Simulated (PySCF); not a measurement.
# CH8AsB: the cost of one run

Programs: PySCF 2.14.0, with density-fitted response routines of our own. Each step states its level of theory. These are calculated values for one molecule in the gas phase, unless marked as measured. Atoms count from 0, in the outputs and in this text.

**1. Starting geometry**

11 atoms, charge 0, multiplicity 1; geometry from: GFN2-xTB. The atoms were then displaced at random by about 0.01 Å, so the start is not that level's minimum.

Bonds of the start (Å): B0–As1 2.06, As1–C2 1.96, B0–H3 1.20, B0–H4 1.23, B0–H5 1.15, As1–H6 1.49, As1–H7 1.48, C2–H8 1.08, C2–H9 1.11, C2–H10 1.08.

**2. Relaxing the molecule at PBE0-D3(BJ)/def2-SVP**

Job settings and geometry (Å):

```
{"job": {"xc": "PBE0", "basis": "def2-SVP", "d3": "d3bj", "grid": 1, "shake": 0.01, "kind": "geom"}, "charge": 0, "multiplicity": 1}
B      1.662890     0.458010    -0.620040
As     0.049200    -0.720340    -0.105660
C     -1.497860     0.243520     0.622850
H      1.937960     1.019640     0.407800
H      1.148380     1.211870    -1.437510
H      2.501160    -0.202970    -1.055830
H      0.170790    -1.805290     0.911410
H     -0.642970    -1.581890    -1.086010
H     -2.301120    -0.411900     0.915540
H     -1.158520     0.792830     1.528440
H     -1.831810     0.970680    -0.096670
```

Launch:

```sh
$ OMP_NUM_THREADS=1 python probes_run.py task.json out
```

One launch serves the whole session: the jobs run in the order shown.

Q: Estimate the wall time and peak memory of this first job on 1 thread of Arm Neoverse V1, shared host.

About 32 s, with a peak of 0.42 GiB.
